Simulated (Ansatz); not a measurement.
# C2H2Cl2Sn (SMILES C#[C][SnH]([Cl])[Cl]): CCSD/def2-SVP (core potential)

What is the electronic atomisation energy of C2H2Cl2Sn at CCSD/def2-SVP (core potential)? 

The calculation is run with Ansatz 0.2.0.

49 further runs of the same task are left out: 7 that didn't finish, 42 set aside as unsound or not needed.

## Step 1: The molecule

C2H2Cl2Sn has 7 atoms, charge 0, and is taken as a singlet. SMILES: `C#[C][SnH]([Cl])[Cl]`. The shape is that of a PBE0-D4/def2-TZVP optimisation.

Bond lengths: C1–C2 1.205 Å, C2–Sn3 2.058 Å, Sn3–Cl4 2.309 Å, Sn3–Cl5 2.309 Å, C1–H6 1.067 Å, Sn3–H7 1.691 Å. Angles: C1–C2–Sn3 179.2°, C2–Sn3–Cl4 107.9°, C2–Sn3–Cl5 107.9°, Cl4–Sn3–Cl5 106.8°, C2–C1–H6 179.7°, C2–Sn3–H7 115.3°, Cl4–Sn3–H7 109.3°, Cl5–Sn3–H7 109.3°.

## Step 2: The energy at CCSD/def2-SVP (core potential)

run.yaml

```yaml
crystal:
  periodic: [false, false, false]
  atoms:
    - symbol: C
      position_ang: [-1.668000, 1.349700, 0.386500]
    - symbol: C
      position_ang: [-0.744900, 0.592400, 0.224500]
    - symbol: Sn
      position_ang: [0.833800, -0.704500, -0.025300]
    - symbol: Cl
      position_ang: [0.163900, -2.365900, -1.482000]
    - symbol: Cl
      position_ang: [2.540200, 0.448400, -1.069500]
    - symbol: H
      position_ang: [-2.485300, 2.020900, 0.525300]
    - symbol: H
      position_ang: [1.421600, -1.409000, 1.394900]
basis:
  gaussian:
    orbitals: def2-SVP
correlation:
  method: ccsd
  frozen_orbitals: {C: 1, Cl: 5, H: 0, Sn: 4}
accuracy: high
scf:
  omitted_lower_state_checks: [cluster_reference, increment]
```

Command:

```sh
$ ansatz run run.yaml --threads 1 --pin off --max-ram 3480MiB --events-out events.jsonl --progress --plain --runs-dir runs
```

What it wrote:

```text
Warning: RAYON_NUM_THREADS=1 ignored (pool sized by the plan → 1); use --threads N
Functional definition: HF
  name "HF"
  exchange = exact_x
  correlation = 0
these checks for a lower state are left out or cut short: cluster_reference, increment
2157 factors; integrals over basis functions are off by at most 3.3e-8 eV
mean field evaluation 1: about -32893.7709 eV, gradient 2.7e1 eV
mean field evaluation 2: about -32893.9141 eV, gradient 2.7e1 eV
mean field evaluation 4: about -32896.3058 eV, gradient 2.5e0 eV
mean field evaluation 8: about -32896.3350 eV, gradient 2.2e-4 eV
mean field -32896.33498548 eV, -1208.9180127796 hartree, gradient 1.5e-8 eV, S^2 0.000000; 0 other end points of the search recorded, 0 dependent functions left out
16 core orbitals not correlated: weight in the atoms' cores, before any rotation towards them, 1.000 or more for the frozen orbitals, at most 0.000 for the correlated occupied ones
reference -32896.33498548 eV, -1208.9180127796 hartree; 19, 19 occupied and 65, 65 virtual orbitals, 2157 factors
second order -16.66603224 eV of doubles, -0.00000000 eV of singles
cycle   1  -17.25411382 eV  change   -5.9e-1 eV  update   1.0e-1
cycle   2  -17.72376349 eV  change   -4.7e-1 eV  update   3.1e-2
cycle   3  -17.82213501 eV  change   -9.8e-2 eV  update   1.4e-2
cycle   4  -17.82533398 eV  change   -3.2e-3 eV  update   4.2e-3
cycle   5  -17.82768051 eV  change   -2.3e-3 eV  update   1.6e-3
cycle   6  -17.82808551 eV  change   -4.0e-4 eV  update   4.8e-4
cycle   7  -17.82826327 eV  change   -1.8e-4 eV  update   1.3e-4
cycle   8  -17.82838461 eV  change   -1.2e-4 eV  update   4.1e-5
cycle   9  -17.82839284 eV  change   -8.2e-6 eV  update   1.2e-5
cycle  10  -17.82838918 eV  change    3.7e-6 eV  update   4.0e-6
cycle  11  -17.82839101 eV  change   -1.8e-6 eV  update   1.4e-6
cycle  12  -17.82839112 eV  change   -1.1e-7 eV  update   4.4e-7
cycle  13  -17.82839134 eV  change   -2.2e-7 eV  update   1.8e-7
cycle  14  -17.82839148 eV  change   -1.4e-7 eV  update   7.9e-8
cycle  15  -17.82839152 eV  change   -4.0e-8 eV  update   4.4e-8
cycle  16  -17.82839153 eV  change   -1.2e-8 eV  update   2.8e-8
cycle  17  -17.82839221 eV  change   -6.8e-7 eV  update   1.6e-7
cycle  18  -17.82839226 eV  change   -5.5e-8 eV  update   4.3e-8
cycle  19  -17.82839232 eV  change   -5.6e-8 eV  update   1.4e-8
cycle  20  -17.82839233 eV  change   -1.2e-8 eV  update   5.1e-9
cycle  21  -17.82839233 eV  change   -1.7e-9 eV  update   1.6e-9
Total energy: -32914.16337781 eV, -1209.5731941133 hartree
Checks for a lower state left out: cluster_reference, increment
```

Wall time 37 s (1 thread of Arm Neoverse V1, shared host); peak memory 0.65 GiB.

## Step 3: The C atom, same level

input.yaml

```yaml
crystal:
  periodic: [false, false, false]
  atoms:
    - {symbol: C, position_ang: [0.000000, 0.000000, 0.000000]}
basis:
  gaussian: {orbitals: def2-SVP}
magnetization: {spin_polarized: true, initial_magnetization: 2}
correlation: {method: ccsd, frozen_orbitals: {C: 1}}
accuracy: high
scf: {omitted_lower_state_checks: [cluster_reference, increment]}
```

Run the same way, it converges to -37.71440 Eh (log not shown).

## Step 4: The Cl atom at the same level

molecule.yaml

```yaml
crystal:
  periodic: [false, false, false]
  atoms:
    - {symbol: Cl, position_ang: [0.000000, 0.000000, 0.000000]}
basis:
  gaussian: {orbitals: def2-SVP}
accuracy: high
scf: {omitted_lower_state_checks: [cluster_reference, increment]}
magnetization: {spin_polarized: true, initial_magnetization: 1}
correlation: {method: ccsd, frozen_orbitals: {Cl: 5}}
```

Run the same way, it converges to -459.44497 Eh (log not shown).

## Step 5: The H atom: a single-point energy at UHF/def2-SVP

input.yaml

```yaml
crystal:
  periodic: [false, false, false]
  atoms:
    - {symbol: H, position_ang: [0.000000, 0.000000, 0.000000]}
basis:
  gaussian: {orbitals: def2-SVP}
magnetization: {spin_polarized: true, initial_magnetization: 1}
hamiltonian: {xc: hf}
accuracy: high
```

Run the same way, it converges to -0.49928 Eh (log not shown).

## Step 6: The Sn atom, same level

molecule.yaml

```yaml
crystal:
  periodic: [false, false, false]
  atoms:
    - {symbol: Sn, position_ang: [0.000000, 0.000000, 0.000000]}
basis:
  gaussian:
    orbitals: def2-SVP
magnetization:
  spin_polarized: true
  initial_magnetization: 2
correlation:
  method: ccsd
  frozen_orbitals: {Sn: 4}
accuracy: high
scf:
  omitted_lower_state_checks: [cluster_reference, increment]
```

Run the same way, it converges to -213.40679 Eh (log not shown).

## Step 7: Outcome

Level: CCSD/def2-SVP (core potential), 16 core orbitals frozen.

```
                                              quantity           value
                                molecule: total energy  -1209.57319 Eh
molecule: correlation energy (16 core orbitals frozen)      -655.2 mEh
                               molecule: T1 diagnostic           0.010
                                  C atom: total energy    -37.71440 Eh
    C atom: correlation energy (1 core orbital frozen)       -69.2 mEh
             C atom: ⟨S²⟩ of the reference determinant           2.007
                                 C atom: T1 diagnostic           0.007
                                 Cl atom: total energy   -459.44497 Eh
  Cl atom: correlation energy (5 core orbitals frozen)      -125.7 mEh
            Cl atom: ⟨S²⟩ of the reference determinant           0.755
                                Cl atom: T1 diagnostic           0.005
                                  H atom: total energy     -0.49928 Eh
                                          H atom: ⟨S²⟩           0.750
                                 Sn atom: total energy   -213.40679 Eh
  Sn atom: correlation energy (4 core orbitals frozen)       -70.7 mEh
            Sn atom: ⟨S²⟩ of the reference determinant           2.010
                                Sn atom: T1 diagnostic           0.005
                         electronic atomisation energy       23.106 eV
```

Taking the molecule apart into free atoms costs 23.11 eV (2229 kJ/mol), before zero-point energy and without spin-orbit coupling.
